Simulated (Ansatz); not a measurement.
# CH₃AlClFSi: a ladder of functionals and wavefunction methods

How much do the methods differ for CH₃AlClFSi? The plan is to run it at one geometry with functionals of several rungs and with coupled cluster. The yardstick is the atomisation energy at the CCSD(T) limit.

Program: Ansatz 0.2.0, Gaussian basis. Level of theory: functionals in def2-TZVPP, the program's frozen cores in correlated methods. These are calculated values, not measurements.

Levels to be run: LDA (SPW92), PBE-D4, revPBE-D4, BLYP-D4, r2SCAN-D4, B97M-V, PBE0-D4, B3LYP-D4, r2SCANh-D4, r2SCAN0-D4, HSE06-D4, BHLYP-D4, CAM-B3LYP-D4, LC-ωPBE, ωB97X-V, ωB97M-V, B2PLYP, PBE-QIDH; CCSD(T)/def2-SVP; CCSD(T)/def2-TZVPP; MP2/def2-QZVPP; extrapolation to the limit; RPA on PBE.

## (1) Structure used throughout

An earlier PBE0-D4 in a triple-zeta def2 set relaxation fixed the geometry.

SMILES `[F][Al]1[CH2][SiH]1Cl`, 8 atoms, charge 0, spin multiplicity 1.

Atoms are counted from 1 here; the program's logs count them from 0.

Bond lengths: F1–Al2 1.642 Å, Al2–C3 1.941 Å, Al2–Si4 2.314 Å, C3–Si4 1.905 Å, C3–H6 1.089 Å, C3–H7 1.108 Å, Si4–Cl5 2.061 Å, Si4–H8 1.486 Å. Angles: F1–Al2–C3 140.4°, F1–Al2–Si4 167.2°, C3–Al2–Si4 52.3°, Al2–C3–Si4 74.0°, Al2–C3–H6 140.9°, Al2–C3–H7 96.4°, Si4–C3–H6 123.3°, Si4–C3–H7 107.6°, H6–C3–H7 108.5°, Al2–Si4–C3 53.7°, Al2–Si4–Cl5 136.6°, Al2–Si4–H8 115.4°, C3–Si4–Cl5 119.3°, C3–Si4–H8 110.9°, Cl5–Si4–H8 106.9°.

## (2) LDA

This LDA is Slater exchange with PW92 correlation.

The input, in.yaml:

```yaml
crystal:
  periodic: [false, false, false]
  atoms:
    - {symbol: F, position_ang: [-1.176762, -1.995017, 2.127377]}
    - {symbol: Al, position_ang: [-0.657258, -1.037435, 0.898657]}
    - {symbol: C, position_ang: [0.778401, 0.195304, 0.466493]}
    - {symbol: Si, position_ang: [-0.365179, 0.164548, -1.056514]}
    - {symbol: Cl, position_ang: [-1.051939, 1.944042, -1.837444]}
    - {symbol: H, position_ang: [1.864262, 0.236719, 0.397467]}
    - {symbol: H, position_ang: [0.436920, 1.018678, 1.123999]}
    - {symbol: H, position_ang: [0.263755, -0.583840, -2.175835]}
basis:
  gaussian: {orbitals: def2-TZVPP}
hamiltonian: {xc: lda}
output: {orbitals: {seedname: orbitals}}
```

On the command line:

```sh
$ ansatz run in.yaml --threads 2 --pin off --events-out ev --progress --plain --max-ram 4352MiB
```

After this run come: PBE-D4 (GGA); revPBE-D4 (GGA); BLYP-D4 (GGA); r2SCAN-D4 (meta-GGA); B97M-V (meta-GGA); PBE0-D4 (hybrid); B3LYP-D4 (hybrid); r2SCANh-D4 (hybrid); r2SCAN0-D4 (hybrid); HSE06-D4 (hybrid); BHLYP-D4 (hybrid); CAM-B3LYP-D4 (range-separated); LC-ωPBE (range-separated); ωB97X-V (range-separated); ωB97M-V (range-separated); B2PLYP (double hybrid); PBE-QIDH (double hybrid); CCSD(T) in def2-SVP; CCSD(T) in def2-TZVPP; MP2 in def2-QZVPP; RPA on PBE orbitals.

Q: Predict the results of all the runs planned. Wanted: atomisation energy, CCSD(T)/CBS; farthest beyond LDA; mean size of error, GGA; mean size of error, meta-GGA; mean size of error, hybrid; mean size of error, range-separated; mean size of error, double hybrid; gap, smallest and largest; T1 diagnostic.

As calculated:

```
                               quantity                                            value
        atomisation energy, CCSD(T)/CBS                                        28.611 eV
    functionals within 0.143 eV (0.5 %)  PBE0-D4, r2SCANh-D4, HSE06-D4, ωB97X-V, ωB97M-V
                    farthest beyond LDA                             BHLYP-D4 (-1.144 eV)
                mean size of error, GGA                                         0.405 eV
           mean size of error, meta-GGA                                         0.250 eV
             mean size of error, hybrid                                         0.347 eV
    mean size of error, range-separated                                         0.118 eV
      mean size of error, double hybrid                                         0.357 eV
              gap, smallest and largest         2.98 eV (LDA (SPW92)), 9.41 eV (LC-ωPBE)
                          T1 diagnostic                                           0.0128
triples share of the correlation energy                                            3.9 %
```

**Reading.** LDA overbinds by 3.987 eV (14 %). PBE-D4 is off by +0.397 eV. Double hybrids carry the basis error of their MP2 part in triple zeta, and no dispersion term here, so their miss is partly the set-up's. Taken by rung, range-separated functionals do best (0.118 eV on average) and GGA ones worst beyond LDA (0.405 eV). Misses under about 0.143 eV are within the doubt on the reference itself, which lacks core-valence correlation, relativity and higher excitations. Hartree-Fock recovers 73 % of the binding; the rest is correlation. CCSD(T) in def2-SVP is off by -2.186 eV, which most functionals beat. The gap grows from 3.0 to 9.4 eV across the functionals, mostly with the share of exact exchange.
